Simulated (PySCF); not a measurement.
# I5Ni ([NiI5]3-): the cost of one run

Programs: PySCF 2.14.0, with routines of our own; each step states its level. All values are computed. Atoms count from 0.

## Step 1: The system as given

6 atoms, charge -3, states of the metal's open shell are computed; geometry from: model geometry, bond lengths from ionic radii.

## Step 2: Ligand-field states: state-averaged CASSCF in water

What the job is given:

```
{"job": {"kind": "lf", "basis": {"metal": "x2c-TZVPall", "ligand": "x2c-SVPall"}, "nevpt": true, "solvent": "water"}, "charge": -3, "metal": "Ni", "open_shell": "d8"}
Ni     0.000000     0.000000     0.000000
I      0.000000     0.000000     2.690000
I      2.649133     0.000000    -0.467114
I     -2.649133     0.000000    -0.467114
I      0.000000     2.649133    -0.467114
I     -0.000000    -2.649133    -0.467114
```

Method: state-averaged CASSCF of the metal d shell, SC-NEVPT2 on the averaged canonical orbitals, state-interaction spin-orbit coupling.

Started as:

```
$ OMP_NUM_THREADS=1 python lf_run.py task.json out
```

The driver reads the jobs from task.json and runs them one after another.

Q: Estimate the wall time and peak memory of this first job on 1 thread of Arm Neoverse V1, shared host.

About 97 s, with a peak of 0.77 GiB.
